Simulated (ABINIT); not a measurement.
An input for ABINIT 10.8.3 (patched build) (KFeSi):

run.abi

```
# Datasets
ndtset 2

# Pseudopotentials
pp_dirpath "./"
pseudos "K.GGA_PBE-JTH.xml, Fe.GGA_PBE-JTH.xml, Si.GGA_PBE-JTH.xml"

# Structure
acell 4.27560799 4.275607991 4.28628184 Angstrom
rprim
     1.0000000000     0.0000000000     0.0000000000
    -0.4999999987     0.8660254045     0.0000000000
     0.0000000000     0.0000000000     1.0000000000
ntypat 3
znucl 19 26 14
natom 3
typat 1 2 3
xred
            1/3            2/3            1/2
            2/3            1/3            0.0
            0.0            0.0            1/2

# Plane-wave basis
ecut 4.0
pawecutdg 48.0
pawxcdev 0

# k points
ngkpt 8 8 6
nshiftk 1
shiftk 0.0 0.0 0.0

# Exchange and correlation
ixc 11

# Bands and occupations
nband 24
occopt 4
tsmear 0.1 eV

# Spin
nsppol 2
spinat
     0.0000000000     0.0000000000     0.0000000000
     0.0000000000     0.0000000000     3.0000000000
     0.0000000000     0.0000000000     0.0000000000

# DFT+U
usepawu 1
lpawu -1 2 -1
upawu 0.0 3.5 0.0 eV
jpawu 0.0 0.9 0.0 eV
dmatpuopt 3

# SCF cycle
nstep 50

# Output
prteig 0
prtebands 0
prtwf 0
prtden 0
prtpot 0

# Dataset 1: ground state
kptopt1 1
tolvrs1 1.0e-11
prtwf1 1
tolwfr1 1.0e-14
nbdbuf1 4
nline1 6

# Dataset 2: atomic displacements at q = 0.5 0.0 0.0
rfphon2 1
rfatpol2 1 3
rfdir2 1 1 1
getwfk2 1
kptopt2 3
nqpt2 1
qpt2 1/2 0.0 0.0
tolvrs2 1.0e-8
```

Potentials or basis: JTH PAW PBE v2.0.

Launch:

```console
$ mpirun --bind-to none -np 4 abinit run.abi > log 2>&1
```

Problem. How does this run end?

Solution. The run stopped without a result. It printed:

run.abo:

```text
.Version 10.8.3 of ABINIT
 DATASET    1 : space group P-6 m 2 (#187); Bravais hP (primitive hexag.)
================================================================================
 Values of the parameters that define the memory need for DATASET  1.
     intxc =       0    ionmov =       0      iscf =      17    lmnmax =      18
     lnmax =       6     mgfft =      16  mpssoang =       3    mqgrid =    3001
     natom =       3  nloc_mem =       2    nspden =       2   nspinor =       1
    nsppol =       2      nsym =      12    n1xccc =       1    ntypat =       3
    occopt =       4   xclevel =       2
       mpw =         181          nfft =        4096          nkpt =          40
[... 307 lines left out ...]

 chkinp: Checking input parameters for consistency, jdtset=   2.

 chkdpr: ERROR -
  Context : the value of the variable usepawu is   1.
  The value of the input variable norm(qpt) is  2.500000000000E-01,
  while it must be equal to   0.000000000000E+00.
  Action: you should change the input variables norm(qpt) or usepawu.

Checking consistency of input data against itself revealed some problem(s).
So, stopping. The details of the problem(s) are given in the error file or the standard output file (= "log" file).
In parallel, the details might not even be printed there. Then, try running in sequential to see the details.

--- !ERROR
message: |
    Checking consistency of input data against itself gave 1 inconsistency.
    The details of the problem can be FOUND ABOVE (or in output or log file).
    In parallel, the details might not even be printed there. Then, try running in sequential to see the details.
...

--- !ERROR
message: |
    Checking consistency of input data against itself gave 1 inconsistency.
    The details of the problem can be FOUND ABOVE (or in output or log file).
    In parallel, the details might not even be printed there. Then, try running in sequential to see the details.
...
```
